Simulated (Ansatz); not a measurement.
# Zn2C: a single-point run

Aim: a sound single-point run of Zn2C. The structure is shown as the input types it. The cell is built on a prototype (antifluorite) and needn't be the phase found in nature.

Program: Ansatz 0.2.0. Level of theory: density functional or hybrid calculation with the settings of its input, plane waves (as first typed). These are calculated values, not measurements.

3 further runs of the same task are left out: 1 for a known fault of the program, 2 that didn't finish.

## (1) The structure to begin with

The structure is cubic, space group Fm-3m (No. 225). The conventional cell has a = 5.156 Å, b = 5.156 Å, c = 5.156 Å, α = 90.00°, β = 90.00°, γ = 90.00°. Around C (site symmetry m-3m) lie 8 Zn at 2.23 Å. Zn (site symmetry -43m) is surrounded by 4 C at 2.23 Å.

The input asks for a charge of +1 e on the cell.

As a file:

```cif
data_structure
_symmetry_space_group_name_H-M 'P 1'
_symmetry_Int_Tables_number 1
_cell_length_a 3.6458
_cell_length_b 3.6458
_cell_length_c 3.6458
_cell_angle_alpha 60.000
_cell_angle_beta 60.000
_cell_angle_gamma 60.000
_cell_volume 34.27
loop_
_atom_site_label
_atom_site_type_symbol
_atom_site_fract_x
_atom_site_fract_y
_atom_site_fract_z
_atom_site_occupancy
C1 C 0.00000 0.00000 0.00000 1
Zn1 Zn 0.25000 0.25000 0.25000 1
Zn2 Zn 0.75000 0.75000 0.75000 1
```

## (2) Running it

Input file input.yaml:

```yaml
crystal:
  lattice:
    - [0.0, 2.5779490376, 2.5779490376]
    - [2.5779490376, 0.0, 2.5779490376]
    - [2.5779490376, 2.5779490376, 0.0]
  atoms:
    - { symbol: C, position: [0.0, 0.0, 0.0] }
    - { symbol: Zn, position: [0.25, 0.25, 0.25] }
    - { symbol: Zn, position: [0.75, 0.75, 0.75] }
kpoints:
  mp_grid: { grid: [6, 6, 6] }
hamiltonian:
  xc: r2scan
scf:
  occupations: { method: fermi_dirac, width: 0.02 }
  n_extra_bands: 4
  max_iter: 94
output:
  forces: true
  stress: true
  eigenvalues: true
total_charge: 1
```

Launch:

```sh
$ ansatz run input.yaml --threads 4 --pin off --max-ram 3686MiB --backend cpu --events-out ev --progress --plain --runs-dir out
```

**Question.** How will this run end, and is anything wrong with its input?

The program finished normally. Convergence says nothing about whether the input makes sense.

The suspect setting: total_charge is 1. With this charge the calculation describes a differently charged system.

The test: delete total_charge (the default then holds).
